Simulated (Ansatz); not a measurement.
# C₃H₈AlGaS: taking an electron away

Aim: the vertical ionisation energy of C₃H₈AlGaS, as cation minus neutral at the neutral's geometry, on several levels, and how well −ε(HOMO) stands in for it.

The runs use Ansatz 0.2.0, Gaussian basis; unrestricted cation, the program's frozen cores in correlated methods.

Plan: UKS PBE-D4/def2-TZVPP; UKS r2SCAN-D4/def2-TZVPP; UKS PBE0-D4/def2-TZVPP; UKS B3LYP-D4/def2-TZVPP; UKS wB97X-V/def2-TZVPP; UKS wB97M-V/def2-TZVPP; UKS B2PLYP/def2-TZVPP; UHF-CCSD(T)/def2-TZVPP; UHF-MP2/def2-QZVPP; extrapolation to the limit; then −ε(HOMO) from the neutral's earlier runs with LDA (SPW92), PBE-D4, revPBE-D4, BLYP-D4, r2SCAN-D4, B97M-V, PBE0-D4, B3LYP-D4, r2SCANh-D4, r2SCAN0-D4, HSE06-D4, BHLYP-D4, CAM-B3LYP-D4, LC-ωPBE, ωB97X-V, ωB97M-V.

**1. The geometry**

All runs share one geometry, relaxed beforehand with PBE0-D4 in a triple-zeta def2 set.

SMILES `C/[C]([GaH2])=C\[S][AlH2]`, 14 atoms, charge 0, spin multiplicity 1.

Atoms are counted from 1 here; the program's logs count them from 0.

Bond lengths: C1–C2 1.498 Å, C1–H7 1.094 Å, C1–H8 1.094 Å, C1–H9 1.109 Å, C2–Ga3 1.953 Å, C2–C4 1.345 Å, Ga3–H10 1.568 Å, Ga3–H11 1.570 Å, C4–S5 1.766 Å, C4–H12 1.087 Å, S5–Al6 2.203 Å, Al6–H13 1.580 Å, Al6–H14 1.582 Å. Angles: C2–C1–H7 112.2°, C2–C1–H8 111.8°, C2–C1–H9 112.6°, H7–C1–H8 106.1°, H7–C1–H9 109.3°, H8–C1–H9 104.3°, C1–C2–Ga3 121.5°, C1–C2–C4 123.7°, Ga3–C2–C4 114.8°, C2–Ga3–H10 117.0°, C2–Ga3–H11 120.4°, H10–Ga3–H11 122.6°, C2–C4–S5 127.8°, C2–C4–H12 119.7°, S5–C4–H12 112.4°, C4–S5–Al6 95.6°, S5–Al6–H13 118.4°, S5–Al6–H14 117.6° and more.

Geometry (Å):

```xyz
14
charge 0, multiplicity 1
C    -0.8418   -0.7567    0.3950
C     0.4883   -0.4638   -0.2282
Ga    2.0693   -1.5297    0.1953
C     0.6958    0.5265   -1.1146
S    -0.4859    1.6705   -1.7572
Al   -1.5478    1.9733    0.1490
H    -0.8787   -0.4644    1.4481
H    -1.0764   -1.8247    0.3678
H    -1.6818   -0.2779   -0.1477
H     3.4090   -1.1296   -0.5142
H     1.9701   -2.7322    1.1998
H     1.6825    0.6633   -1.5491
H    -0.6930    2.1289    1.4684
H    -3.1096    2.2164    0.0874
```

**2. Cation, UKS PBE-D4/def2-TZVPP**

Input file in.yaml:

```yaml
crystal:
  periodic: [false, false, false]
  atoms:
    - {symbol: C, position_ang: [-0.841817, -0.756666, 0.394967]}
    - {symbol: C, position_ang: [0.488258, -0.463756, -0.228152]}
    - {symbol: Ga, position_ang: [2.069308, -1.529662, 0.195256]}
    - {symbol: C, position_ang: [0.695799, 0.526529, -1.114596]}
    - {symbol: S, position_ang: [-0.485923, 1.670512, -1.757151]}
    - {symbol: Al, position_ang: [-1.547849, 1.973254, 0.149044]}
    - {symbol: H, position_ang: [-0.878708, -0.464379, 1.448137]}
    - {symbol: H, position_ang: [-1.076395, -1.824665, 0.367813]}
    - {symbol: H, position_ang: [-1.681773, -0.277926, -0.147654]}
    - {symbol: H, position_ang: [3.409032, -1.129573, -0.514153]}
    - {symbol: H, position_ang: [1.970109, -2.732203, 1.199762]}
    - {symbol: H, position_ang: [1.682548, 0.663311, -1.549054]}
    - {symbol: H, position_ang: [-0.693020, 2.128859, 1.468380]}
    - {symbol: H, position_ang: [-3.109559, 2.216375, 0.087381]}
basis:
  gaussian: {orbitals: def2-TZVPP}
total_charge: 1
magnetization: {spin_polarized: true, initial_magnetization: 1}
hamiltonian: {xc: pbe, dispersion: d4}
```

The run is started by

```sh
ansatz run in.yaml --threads 2 --pin off --events-out ev --progress --plain --max-ram 22528MiB --backend cuda --devices 0, --max-vram 18GiB
```

The runs that follow: Cation, UKS r2SCAN-D4/def2-TZVPP; Cation, UKS PBE0-D4/def2-TZVPP; Cation, UKS B3LYP-D4/def2-TZVPP; Cation, UKS wB97X-V/def2-TZVPP; Cation, UKS wB97M-V/def2-TZVPP; Cation, UKS B2PLYP (frozen core)/def2-TZVPP; Cation, UHF-CCSD(T)/def2-TZVPP; Cation, UHF-MP2/def2-QZVPP.

Q: Predict the results of all the runs planned. Wanted: ionisation energy, CCSD(T)/CBS; nearest functional by difference; nearest −ε(HOMO); −ε(HOMO) of PBE; T1 of the cation.

The runs gave:

```
                        quantity               value
  ionisation energy, CCSD(T)/CBS             8.80 eV
nearest functional by difference  ωB97X-V (-0.20 eV)
                nearest −ε(HOMO)  ωB97M-V (+0.01 eV)
                 −ε(HOMO) of PBE             5.79 eV
                T1 of the cation               0.022
```

In words: By cation minus neutral, the functionals miss by 0.37 eV at most. The PBE orbital energy is 3.0 eV too small: a semilocal HOMO is no ionisation energy. Among orbital estimates ωB97M-V comes nearest. Hartree-Fock falls 1.22 eV short, as the neutral has more correlation energy than the cation. The cation may have settled in a state other than its lowest; no search over hole states beyond the program's own was made. Correlated methods include outer-core shells of Ga, which these sets cover unevenly. With outer-core shells in play the reference is unsure by up to some tenths of an eV, so close misses can't be ranked.
